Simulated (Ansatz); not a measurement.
TiPd2 under changes of volume

One of the cells (15.227 Å³/atom); the others are scaled copies at fixed shape and fractional positions:

```
CELL_PARAMETERS angstrom
-1.54623 1.70746 4.32556
1.54623 -1.70746 4.32556
1.54623 1.70746 -4.32556
ATOMIC_POSITIONS crystal
Pd 0.34234 0.34234 0.00000
Pd 0.65766 0.65766 0.00000
Ti 0.00000 0.00000 0.00000
```

The cell comes from a database or a generator and needn't be the stable form of this composition.

* Program: Ansatz 0.2.0
* Functional: PBEsol
* Potentials or basis: all-electron LAPW, scalar-relativistic
* Cutoff: 272 eV (chosen from the basis error)
* Basis error allowed: 0.001 eV/atom
* k mesh: 11 × 11 × 11
* Occupations: fermi-dirac, width 0.05 eV
* Spin: no spin polarisation

```tsv
volume (Å³/atom)	energy over the lowest point (meV/atom)	pressure (GPa)	largest force (eV/Å)
14.313	13.25	8.0	0.171
14.618	2.54	3.4	0.111
14.922	0.00	-0.6	0.054
15.227	?	?	?
15.531	15.87	-7.4	0.050
15.836	32.72	-10.2	0.097
16.140	54.63	-12.7	0.142
```

**Question.** What does the run at 15.227 Å³/atom give?

**Answer.** Energy over the lowest point 4.72 meV/atom; pressure -4.2 GPa; largest force 0.001 eV/Å.

Worked out: A Birch-Murnaghan fit of order 3 (a polynomial in V^(-2/3)) to the other rows has its minimum at 14.87 Å³/atom with B0 = V·E''(V) = 190 GPa and B' = 4.8 at fixed shape and positions, which overstates the stiffness. It gives 4.73 meV/atom at 15.227 Å³/atom, against the run's 4.72, and -dE/dV = -4.2 GPa, against -4.2.

Energies are extrapolated to zero smearing.
